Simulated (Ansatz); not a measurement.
This script makes a check of PAW against all-electron LAPW of Si, space group P6_3/mmc with the Ansatz DFT code, driven from Python.

Contents of `si.extxyz`:
```text
2
Lattice="2.444 0.0 0.0 -1.222 2.11656609 0.0 0.0 0.0 4.152" Properties=species:S:1:pos:R:3 pbc="T T T"
Si   -0.00000000    1.41104406    1.03800000
Si    1.22200000    0.70552203    3.11400000
```

`si_paw_lapw.py`:
```python
# -*- coding: utf-8 -*-
"""Checking the PAW result for Si with LAPW."""

import ansatz as az
import numpy as np
import pandas as pd


def count_gap(report):
    # lowest empty less highest filled band, counting bands; zero where they overlap
    return max(report.get("gap_by_band_count_ev") or 0.0, 0.0)

crystal = az.Crystal.from_extxyz("si.extxyz")

job = (
    crystal.calculation()
    .functional("LDA")
    .kpoints(spacing=0.22)
    .occupations(az.OccupationsMethod.FERMI_DIRAC)
    .stress()
    .forces()
    .band_table()
)
variants = {
    "PAW": job.pseudopotentials("paw"),
    "LAPW": job.pseudopotentials("all_electron", lapw=True),
}
# totals differ by the cores that each treatment holds, so compare what does not depend on them
rows = []
for label, variant in variants.items():
    report = variant.run(threads=1, backend="cpu").report
    levels = np.array(report["eigenvalues_ev"][0]) - report["fermi_energy_ev"]
    print(label, "levels at the first k-point near E_F:", np.round(levels[np.abs(levels) < 5], 3))
    rows.append((label, report["n_electrons"], np.trace(report["stress_gpa"]) / 3, count_gap(report)))
print(pd.DataFrame(rows, columns=["treatment", "electrons in bands", "P GPa", "gap by band count eV"]).round(4).to_string(index=False))
```

How well do the two treatments of the cores agree on the pressure?

PAW gives 42.573 GPa and LAPW 42.564 GPa, 0.009 GPa apart. They took 0.9 and 6.5 s of processor time.

What the script printed:

```console
$ python si_paw_lapw.py
DeckWarning: basis.ecutwfc = 420 eV, auto-derived from the records' recommended cutoffs: set by Si (normal level)
PAW levels at the first k-point near E_F: []
LAPW levels at the first k-point near E_F: []
treatment  electrons in bands   P GPa  gap by band count eV
      PAW                 8.0 42.5731                   0.0
     LAPW                24.0 42.5644                   0.0
```
(Warnings from the package without file and line.)

Caveats:
- The computed bands are complete only to about 3.1 eV above the Fermi level.
- The mesh is modest for a metal, so energies can be off by several to tens of meV an atom and pressures by half a GPa or more; differences at equal mesh fare better.
- A gap by band count of zero or less means overlapping bands, a metal.
- At these settings the cell as given stands under about 43 GPa, so it isn't at this functional's equilibrium volume and may be a high-pressure phase.
- This isn't the structure that Si takes at ambient conditions.
- Levels are Kohn-Sham eigenvalues on this mesh.
- Pressure is positive in compression; the treatments may keep other shells as core, so totals and counts of electrons can differ.
- The whole script took 8.5 s on 1 thread of Arm Neoverse V2, with other jobs on the host, peak memory 0.47 GiB.
